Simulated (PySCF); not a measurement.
# FeCl3 (sextet): the SCF solver's settings

The same problem is solved with other solver options, one edit a run.

Method: each script names its method and basis; program: PySCF 2.14.0.

1 further run of the same task is left out (it didn't finish).

**1. Starting geometry**

FeCl3 (sextet): 4 atoms, charge 0, spin multiplicity 6.

Bond lengths: Fe1–Cl2 2.154 Å, Fe1–Cl3 2.154 Å, Fe1–Cl4 2.154 Å. Angles: Cl2–Fe1–Cl3 120.0°, Cl2–Fe1–Cl4 120.0°, Cl3–Fe1–Cl4 120.0°.

Geometry (Å):

```
Fe    0.0000    0.0000    0.0000
Cl    2.1538    0.0000    0.0000
Cl   -1.0769    1.8652    0.0000
Cl   -1.0769   -1.8652    0.0000
```

**2. The base run**

input.py reads:

```python
from pyscf import gto, scf

mol = gto.M(
    atom='Fe 0 0 0; Cl 2.1538 0 0; Cl -1.0769 1.8652 0; Cl -1.0769 -1.8652 0',
    basis='cc-pvdz-dk',
    charge=0,
    spin=5,
    verbose=4,
)
mf = scf.UHF(mol)
mf = mf.sfx2c1e()
mf.kernel()
mf.dip_moment()
print('orbital energies (hartree):', [e[max(0, n-3):n+3].round(4) for e, n in zip(mf.mo_energy, mol.nelec)])
```

Run with:

```sh
> OMP_NUM_THREADS=1 python input.py
```

The log of this run is left out.

In short: E(SCF) = -2654.151681 Eh, ⟨S²⟩ = 8.812, μ = 0.00 D.

No search for the lowest state was made; open d or f shells can end in a higher solution. The sextet is typed in the script; nothing here shows that it is the ground state.

**3. Initial guess random**

Edit 1 changes initial guess: minao → random.

input.py reads:

```python
from pyscf import gto, scf

mol = gto.M(
    atom='Fe 0 0 0; Cl 2.1538 0 0; Cl -1.0769 1.8652 0; Cl -1.0769 -1.8652 0',
    basis='cc-pvdz-dk',
    charge=0,
    spin=5,
    verbose=4,
)
mf = scf.UHF(mol)
mf = mf.sfx2c1e()
mf.init_guess = 'random'
mf.kernel()
mf.dip_moment()
print('orbital energies (hartree):', [e[max(0, n-3):n+3].round(4) for e, n in zip(mf.mo_energy, mol.nelec)])
```

Run with:

```sh
> OMP_NUM_THREADS=1 python input.py
```

**4. Initial guess atom**

Edit 2 changes initial guess: minao → atom.

Edit input.py of step 2 so:

```diff
@@ -11,2 +11,3 @@
 mf = mf.sfx2c1e()
+mf.init_guess = 'atom'
 mf.kernel()
```

**5. DIIS space 20**

Edit 3 changes DIIS space: default → 20.

Edit input.py of step 2 so:

```diff
@@ -11,2 +11,3 @@
 mf = mf.sfx2c1e()
+mf.diis_space = 20
 mf.kernel()
```

**6. Point-group symmetry on**

Edit 4 changes point-group symmetry: off → on.

Edit input.py of step 2 so:

```diff
@@ -7,2 +7,3 @@
     spin=5,
+    symmetry=True,
     verbose=4,
```

**7. Initial guess huckel**

Edit 5 changes initial guess: minao → huckel.

Edit input.py of step 2 so:

```diff
@@ -11,2 +11,3 @@
 mf = mf.sfx2c1e()
+mf.init_guess = 'huckel'
 mf.kernel()
```

What does the calculation give? Wanted: for each run, E(SCF); from base; gap, α spin; SCF dipole.

As calculated:

```
                    run  E(SCF) (hartree)  from base (eV)  cycles  gap, α spin (eV)  SCF dipole (D)
                   base      -2654.151681               0      21             14.92            0.00
   initial guess random      -2654.151681          0.0000      21             14.92            0.00
     initial guess atom      -2654.260951         -2.9734      13             14.10            0.00
          DIIS space 20      -2654.151681          0.0000      21             14.92            0.00
point-group symmetry on      -2654.151681          0.0000      21             14.92            0.00
   initial guess huckel      -2654.260951         -2.9734      14             14.10            0.00
```

Distance from each run's final energy (log10 hartree) by cycle:

| run | cycle 1 | cycle 2 | cycle 3 | cycle 5 | cycle 8 | cycle 12 |
| --- | --- | --- | --- | --- | --- | --- |
| base | 1.1 | 1.7 | 1.2 | 0.7 | -0.2 | -4.2 |
| initial guess random | 1.1 | 1.7 | 1.2 | 0.7 | -0.2 | -4.2 |
| initial guess atom | 0.0 | 0.9 | -1.0 | -3.3 | -5.8 | -9.8 |
| DIIS space 20 | 1.1 | 1.7 | 1.2 | 0.7 | -0.2 | -4.2 |
| point-group symmetry on | 1.1 | 1.7 | 1.2 | 0.7 | -0.2 | -4.2 |
| initial guess huckel | 1.0 | 1.8 | -0.4 | -1.0 | -4.2 | -8.3 |

**Reading.** The SCF energy stays the same, to the digits that matter, with initial guess random or DIIS space 20 or point-group symmetry on. PySCF falls back to minao for a guess that it doesn't know or can't read, so that run repeats the base. The largest comparable shift of the SCF energy, -2.973 eV, comes with the run “initial guess atom”. With initial guess atom the SCF ends in another solution, 2.97 eV lower: the path to self-consistency decides the state here. With initial guess huckel the SCF ends in another solution, 2.97 eV lower: the path to self-consistency decides the state here. With initial guess random, DIIS space 20, point-group symmetry on the path hardly changes: 21 cycles against 21.
